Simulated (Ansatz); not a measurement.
# In2GeO3: the cost of one run

Method: DFT PBE, scalar-relativistic, plane waves, PAW, in Ansatz 0.2.0.

1 further run of the same task is left out (it didn't finish).

### 1 The system as given

The structure is tetragonal, space group P-4m2 (No. 115). The conventional cell has a = 3.215 Å, b = 3.215 Å, c = 8.041 Å, α = 90.00°, β = 90.00°, γ = 90.00°. In (site symmetry 2mm) has 5 O at 2.28 to 2.33 Å as nearest neighbours. Ge (site symmetry -4m2) has 4 O at 2.27 Å as nearest neighbours. O (site symmetry 2mm) has 5 In at 2.28 to 2.33 Å as nearest neighbours. O (site symmetry -4m2) has 4 Ge at 2.27 Å as nearest neighbours.

Coordinates:

```xyz
6
Lattice="3.2150 0.0000 0.0000 0.0000 3.2150 0.0000 0.0000 0.0000 8.0414" Properties=species:S:1:pos:R:3 pbc="T T T"
In    0.0000    1.6075    5.4245
In    1.6075    0.0000    2.6169
Ge    0.0000    0.0000    0.0000
O     0.0000    1.6075    3.1449
O     1.6075    0.0000    4.8965
O     1.6075    1.6075    0.0000
```

The cell was relaxed beforehand at this level, from a database cell with other species swapped in; it is a trial structure. At a tolerance of 0.05 Å it has space group P-4m2 (No. 115); it has 13.85 Å³/atom, an uncorrected energy of -0.79 eV/atom over the elements.

### 2 Static run: bands, density of states and charges

input.yaml

```yaml
crystal:
  lattice:
    - [3.2150024756, 0.0, 0.0]
    - [0.0, 3.2150024756, 0.0]
    - [0.0, 0.0, 8.0414219285]
  atoms:
    - { symbol: In, position: [0.0, 0.5, 0.6745696739] }
    - { symbol: In, position: [0.5, 0.0, 0.3254303261] }
    - { symbol: Ge, position: [0.0, 0.0, 0.0] }
    - { symbol: O, position: [0.0, 0.5, 0.3910871895] }
    - { symbol: O, position: [0.5, 0.0, 0.6089128105] }
    - { symbol: O, position: [0.5, 0.5, 0.0] }
basis:
  ecutwfc: 420
kpoints:
  mp_grid: { grid: [12, 12, 6] }
  band_path:
    path:
      - [[0.0, 0.0, 0.0], [0.0, 0.5, 0.0], [0.5, 0.5, 0.0], [0.0, 0.0, 0.0], [0.0, 0.0, 0.5], [0.0, 0.5, 0.5], [0.5, 0.5, 0.5], [0.0, 0.0, 0.5]]
      - [[0.0, 0.5, 0.0], [0.0, 0.5, 0.5]]
      - [[0.5, 0.5, 0.0], [0.5, 0.5, 0.5]]
    npoints: 14
hamiltonian:
  xc: pbe
scf:
  occupations: { method: gaussian, width: 0.1 }
  n_extra_bands: 15
output:
  forces: true
  stress: true
  eigenvalues: true
  populations: true
  dos: { projected: true, de: 0.02, nscf_kmesh: { grid: [15, 15, 8] } }
  bader: true
  write_density: true
  write_potential: true
  elf: true
  volumetric_format: npy
```

Run with:

```
$ ansatz run input.yaml --threads 1 --pin off --max-ram 2560MiB --backend cpu --events-out ev --progress --plain --runs-dir out
```

Q: Estimate wall time and peak memory on 1 thread of Arm Neoverse V2, shared host.

About 2.6 min, with a peak of 0.67 GiB.
